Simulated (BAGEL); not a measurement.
# C2H7AlO (SMILES C[CH2][AlH][OH]), step by step

Aim: a single-point energy (HF/def2-SV(P)), then the energy (NEVPT2(2,2)/def2-SV(P)), then a single-point energy (CASPT2(2,2)/def2-SV(P)) of C2H7AlO. 

The results are computed with BAGEL 1.2.2.

1 further run of the same task is left out (set aside as unsound or not needed).

## 1. The structure to begin with

C2H7AlO has 11 atoms, charge 0, and is taken as a singlet. SMILES: `C[CH2][AlH][OH]`. The O4–H11 distance was set to 1.816 Å, away from the relaxed value. At this shape a bond of the SMILES string is far longer than usual.

Bond lengths: C1–C2 1.529 Å, C2–Al3 1.957 Å, Al3–O4 1.701 Å, C1–H5 1.094 Å, C1–H6 1.094 Å, C1–H7 1.094 Å, C2–H8 1.098 Å, C2–H9 1.098 Å, Al3–H10 1.582 Å. Some angles: C1–C2–Al3 116.3°, C2–Al3–O4 121.1°, C1–C2–H8 110.2°, C1–C2–H9 110.2°, Al3–C2–H8 107.6°, Al3–C2–H9 107.6°, C2–C1–H5 111.7°, C2–C1–H6 112.3°, C2–C1–H7 111.7°, C2–Al3–H10 123.9°.

## 2. A single-point energy at HF/def2-SV(P) (density fitting with svp-jkfit) (run 1)

Input file calc.json:

```json
{ "bagel": [

{
  "title": "molecule",
  "basis": "def2-sv_p_.json",
  "df_basis": "svp-jkfit",
  "geometry": [
    { "atom": "C", "xyz": [    -0.72906390,     1.11372521,     0.94688318 ] },
    { "atom": "C", "xyz": [     1.70395849,     0.27960010,     2.26137667 ] },
    { "atom": "Al", "xyz": [     3.74221709,    -2.24488503,     0.48541206 ] },
    { "atom": "O", "xyz": [     2.81266080,    -3.43333379,    -2.35201172 ] },
    { "atom": "H", "xyz": [    -2.01294383,    -0.47610138,     0.63488940 ] },
    { "atom": "H", "xyz": [    -1.77030299,     2.52270501,     2.04519200 ] },
    { "atom": "H", "xyz": [    -0.34922895,     1.95257464,    -0.90372561 ] },
    { "atom": "H", "xyz": [     1.27839216,    -0.47251090,     4.14864615 ] },
    { "atom": "H", "xyz": [     2.91886341,     1.92139416,     2.63157402 ] },
    { "atom": "H", "xyz": [     6.32698448,    -3.33109961,     1.52513937 ] },
    { "atom": "H", "xyz": [    -0.08277000,    -2.47573020,    -3.92647294 ] }
  ]
},

{
  "title": "hf"
},

{
  "title": "print",
  "file": "orbitals.molden",
  "orbitals": true
}

]}
```

The basis set def2-SV(P) is read from a file made from the Basis Set Exchange's data (not shown).

Run with:

```sh
BAGEL_NUM_THREADS=1 BAGEL calc.json > calc.out
```

The log of the run:

```text
* using 1 threads per process

  ===============================================================
  ===============================================================

  *** Geometry ***

  { "atom" : "C", "xyz" : [     -0.729064,      1.113725,      0.946883 ] },
  { "atom" : "C", "xyz" : [      1.703958,      0.279600,      2.261377 ] },
  { "atom" : "Al", "xyz" : [      3.742217,     -2.244885,      0.485412 ] },
  { "atom" : "O", "xyz" : [      2.812661,     -3.433334,     -2.352012 ] },
  { "atom" : "H", "xyz" : [     -2.012944,     -0.476101,      0.634889 ] },
  { "atom" : "H", "xyz" : [     -1.770303,      2.522705,      2.045192 ] },
  { "atom" : "H", "xyz" : [     -0.349229,      1.952575,     -0.903726 ] },
  { "atom" : "H", "xyz" : [      1.278392,     -0.472511,      4.148646 ] },
  { "atom" : "H", "xyz" : [      2.918863,      1.921394,      2.631574 ] },
  { "atom" : "H", "xyz" : [      6.326984,     -3.331100,      1.525139 ] },
  { "atom" : "H", "xyz" : [     -0.082770,     -2.475730,     -3.926473 ] },

  Number of auxiliary basis functions:      481

  Since a DF basis is specified, we compute 2- and 3-index integrals:
    o Being stored without compression. Storage requirement is 0.021 GB

  Number of basis functions:       74
  Number of electrons      :       40

    * METHOD: MOLECULE                             0.23

  *** RHF ***

  === Nuclear Repulsion ===
   151.7988591075

      * DIIS with orbital gradients will be used.

  === RHF iteration (def2-sv_p_.json) ===
      0       -395.81784209          0.02729873           0.07
      1       -395.82087885          0.03080880           0.06
      2       -396.22079336          0.00351274           0.06
      3       -396.22785551          0.00143671           0.07
      4       -396.22944049          0.00037530           0.06
      5       -396.22965962          0.00014202           0.06
      6       -396.22969307          0.00004376           0.06
      7       -396.22969620          0.00002253           0.06
      8       -396.22969712          0.00001646           0.06
      9       -396.22969790          0.00000805           0.06
     10       -396.22969806          0.00000280           0.06
     11       -396.22969808          0.00000100           0.06
     12       -396.22969808          0.00000041           0.06
     13       -396.22969808          0.00000018           0.06
     14       -396.22969808          0.00000007           0.06
     15       -396.22969808          0.00000004           0.06
     16       -396.22969808          0.00000002           0.06
     17       -396.22969808          0.00000001           0.06
     18       -396.22969808          0.00000001           0.07
    * SCF iteration converged.

    * Permanent dipole moment:
           (    0.657460,    -0.514595,    -0.108652) a.u.

    * METHOD: HF                                   1.37

    * METHOD: PRINT                                0.01

  ===============================================================
```

It took 1.8 s on 1 thread of Arm Neoverse V1, shared host; peak memory 0.15 GiB.

## 3. The energy at NEVPT2(2,2)/def2-SV(P) (density fitting with svp-jkfit) (run 2)

Input file job.json:

```json
{ "bagel": [

{
  "title": "molecule",
  "basis": "def2-sv_p_.json",
  "df_basis": "svp-jkfit",
  "angstrom": false,
  "geometry": [
    { "atom": "C", "xyz": [    -0.72906390,     1.11372521,     0.94688318 ] },
    { "atom": "C", "xyz": [     1.70395849,     0.27960010,     2.26137667 ] },
    { "atom": "Al", "xyz": [     3.74221709,    -2.24488503,     0.48541206 ] },
    { "atom": "O", "xyz": [     2.81266080,    -3.43333379,    -2.35201172 ] },
    { "atom": "H", "xyz": [    -2.01294383,    -0.47610138,     0.63488940 ] },
    { "atom": "H", "xyz": [    -1.77030299,     2.52270501,     2.04519200 ] },
    { "atom": "H", "xyz": [    -0.34922895,     1.95257464,    -0.90372561 ] },
    { "atom": "H", "xyz": [     1.27839216,    -0.47251090,     4.14864615 ] },
    { "atom": "H", "xyz": [     2.91886341,     1.92139416,     2.63157402 ] },
    { "atom": "H", "xyz": [     6.32698448,    -3.33109961,     1.52513937 ] },
    { "atom": "H", "xyz": [    -0.08277000,    -2.47573020,    -3.92647294 ] }
  ]
},

{
  "title": "hf"
},

{
  "title": "nevpt2",
  "nstate": 1,
  "nact": 2,
  "nclosed": 19,
  "active": [19, 21],
  "maxiter": 200,
  "natocc": true,
  "ncore": 8
},

{
  "title": "print",
  "file": "orbitals.molden",
  "orbitals": true
}

]}
```

The basis set def2-SV(P) is read from a file made from the Basis Set Exchange's data (not shown).

Run with:

```sh
BAGEL_NUM_THREADS=1 BAGEL job.json > job.out
```

The log of the run:

```text
* using 1 threads per process

  ===============================================================
  ===============================================================

  *** Geometry ***

  { "atom" : "C", "xyz" : [     -0.729064,      1.113725,      0.946883 ] },
  { "atom" : "C", "xyz" : [      1.703958,      0.279600,      2.261377 ] },
  { "atom" : "Al", "xyz" : [      3.742217,     -2.244885,      0.485412 ] },
[... 7 lines of this table left out ...]
  { "atom" : "H", "xyz" : [     -0.082770,     -2.475730,     -3.926473 ] },

  Number of auxiliary basis functions:      481

  Since a DF basis is specified, we compute 2- and 3-index integrals:
    o Being stored without compression. Storage requirement is 0.021 GB

  Number of basis functions:       74
  Number of electrons      :       40

    * METHOD: MOLECULE                             0.24

  *** RHF ***

  === Nuclear Repulsion ===
   151.7988591075

      * DIIS with orbital gradients will be used.

  === RHF iteration (def2-sv_p_.json) ===
      0       -395.81784209          0.02729873           0.06
      1       -395.82087885          0.03080880           0.06
      2       -396.22079336          0.00351274           0.06
[... 15 lines of this table left out ...]
     18       -396.22969808          0.00000001           0.06
    * SCF iteration converged.

    * Permanent dipole moment:
           (    0.657460,    -0.514595,    -0.108652) a.u.

    * METHOD: HF                                   1.36

    * freezing 8 orbitals
  ---------------------------
      CASSCF calculation
  ---------------------------

    ==== Active orbitals : =====
         Orbital 19
         Orbital 21
    ============================

    * nstate   :      1
    * nclosed  :     19
    * nact     :      2
    * nvirt    :     53
  === CASSCF iteration (def2-sv_p_.json) ===

    * Using the second-order algorithm

      0  0      -396.25323854     3.82e-03      0.02

      1  0      -396.30024743     3.99e-03      0.33
[... 23 lines of this table left out ...]
     13  0      -396.31285880     4.00e-09      0.27

    * Second-order optimization converged. *

     guess   0:   closed 1.                   open ..

  === FCI iteration ===

      0  0      -396.22086921     1.07e-01      0.00
      1  0      -396.30739055     2.49e-02      0.00
      2  0 *    -396.31285880     5.16e-16      0.00

     * ci vector, state   0, <S^2> = 0.0000
       2.     0.9173794868
       .2    -0.3980136645

  === DF-NEVPT2 calculation ===

    * 3-index integral transformation done
    * assembly done

      NEVPT2 correlation energy:   -0.4605576330      0.13

          (+0)     -0.3935361552
          (+0)'    -0.0195489209
          (+1)     -0.0097415725
          (+1)'    -0.0000000000
          (+2)     -0.0004470132
          (-1)     -0.0360990721
          (-1)'     0.0000000000
          (-2)     -0.0011848991

      NEVPT2 total energy:       -396.7734164339

    * METHOD: NEVPT2                               4.49

    * METHOD: PRINT                                0.01

  ===============================================================
```

Run time: 6.3 s. Hardware: 1 thread of Arm Neoverse V1, shared host; peak memory 0.15 GiB.

## 4. A single-point energy at CASPT2(2,2)/def2-SV(P) (density fitting with svp-jkfit) (run 3)

Input file calc.json:

```json
{ "bagel" : [

{
  "title" : "molecule",
  "basis" : "def2-sv_p_.json",
  "df_basis" : "svp-jkfit",
  "geometry" : [
    { "atom" : "C", "xyz" : [    -0.72906390,     1.11372521,     0.94688318 ] },
    { "atom" : "C", "xyz" : [     1.70395849,     0.27960010,     2.26137667 ] },
    { "atom" : "Al", "xyz" : [     3.74221709,    -2.24488503,     0.48541206 ] },
    { "atom" : "O", "xyz" : [     2.81266080,    -3.43333379,    -2.35201172 ] },
    { "atom" : "H", "xyz" : [    -2.01294383,    -0.47610138,     0.63488940 ] },
    { "atom" : "H", "xyz" : [    -1.77030299,     2.52270501,     2.04519200 ] },
    { "atom" : "H", "xyz" : [    -0.34922895,     1.95257464,    -0.90372561 ] },
    { "atom" : "H", "xyz" : [     1.27839216,    -0.47251090,     4.14864615 ] },
    { "atom" : "H", "xyz" : [     2.91886341,     1.92139416,     2.63157402 ] },
    { "atom" : "H", "xyz" : [     6.32698448,    -3.33109961,     1.52513937 ] },
    { "atom" : "H", "xyz" : [    -0.08277000,    -2.47573020,    -3.92647294 ] }
  ]
},

{
  "title" : "hf"
},

{
  "title" : "casscf",
  "nstate" : 1,
  "nact" : 2,
  "nclosed" : 19,
  "active" : [19, 21],
  "maxiter" : 200,
  "natocc" : true
},

{
  "title" : "print",
  "file" : "orbitals.molden",
  "orbitals" : true
},

{
  "title" : "smith",
  "method" : "caspt2",
  "ms" : true,
  "xms" : true,
  "sssr" : true,
  "shift" : 0.2,
  "shift_imag" : true,
  "ncore" : 8
}

]}
```

The basis set def2-SV(P) is read from a file made from the Basis Set Exchange's data (not shown).

Run with:

```sh
BAGEL_NUM_THREADS=1 BAGEL calc.json > calc.out
```

The log of the run:

```text
* using 1 threads per process

  ===============================================================
  ===============================================================

  *** Geometry ***

  { "atom" : "C", "xyz" : [     -0.729064,      1.113725,      0.946883 ] },
  { "atom" : "C", "xyz" : [      1.703958,      0.279600,      2.261377 ] },
  { "atom" : "Al", "xyz" : [      3.742217,     -2.244885,      0.485412 ] },
[... 7 lines of this table left out ...]
  { "atom" : "H", "xyz" : [     -0.082770,     -2.475730,     -3.926473 ] },

  Number of auxiliary basis functions:      481

  Since a DF basis is specified, we compute 2- and 3-index integrals:
    o Being stored without compression. Storage requirement is 0.021 GB

  Number of basis functions:       74
  Number of electrons      :       40

    * METHOD: MOLECULE                             0.24

  *** RHF ***

  === Nuclear Repulsion ===
   151.7988591075

      * DIIS with orbital gradients will be used.

[... 6 lines left out ...]
    * SCF iteration converged.
[... 1 line left out ...]
    * Permanent dipole moment:
[... 27 lines left out ...]
    * Second-order optimization converged. *
[... 9 lines left out ...]
     * ci vector, state   0, <S^2> = 0.0000
[... 16 lines left out ...]
    * Zeroth order energy : state  0       -0.6444151934

    * CASPT2 iteration is performed using orthogonal basis

      -------------------------------------------  CASPT2 iteration  ---------------------------------------------------
       #      aibj      arbs      arbi      airj      risj      airs      arst      rist         Etot      error   time
      ------------------------------------------------------------------------------------------------------------------

       0  -0.39152  -0.00147  -0.03796  -0.01033  -0.00062  -0.01983  -0.00000  -0.00000   -0.4617251  0.0008655   0.08
       1  -0.39156  -0.00148  -0.03804  -0.01036  -0.00063  -0.01996  -0.00000  -0.00000   -0.4620363  0.0000794   0.07
       2  -0.39157  -0.00148  -0.03804  -0.01036  -0.00063  -0.01996  -0.00000  -0.00000   -0.4620398  0.0000126   0.07
       3  -0.39157  -0.00148  -0.03804  -0.01036  -0.00063  -0.01996   0.00000  -0.00000   -0.4620399  0.0000024   0.07
       4  -0.39157  -0.00148  -0.03804  -0.01036  -0.00063  -0.01996   0.00000  -0.00000   -0.4620399  0.0000004   0.07

      ------------------------------------------------------------------------------------------------------------------

    * CASPT2 energy : state  0     -396.7774782834
        w/o shift correction       -396.7748987242
        reference weight              0.8643622858

    * METHOD: SMITH                                0.57

  ===============================================================
```

It took 6.6 s on 1 thread of Arm Neoverse V1, shared host; peak memory 0.15 GiB.

## 5. Results

| quantity | value |
| --- | --- |
| run 1, HF/def2-SV(P): total energy | -396.22970 Eh |
| run 1, HF/def2-SV(P): dipole moment | 2.14 D |
| run 1, HF/def2-SV(P): HOMO energy | -10.54 eV |
| run 1, HF/def2-SV(P): LUMO energy | -0.10 eV |
| run 1, HF/def2-SV(P): HOMO–LUMO gap | 10.43 eV |
| run 2, NEVPT2(2,2)/def2-SV(P): total energy | -396.77342 Eh |
| run 3, CASPT2(2,2)/def2-SV(P): total energy | -396.77748 Eh |
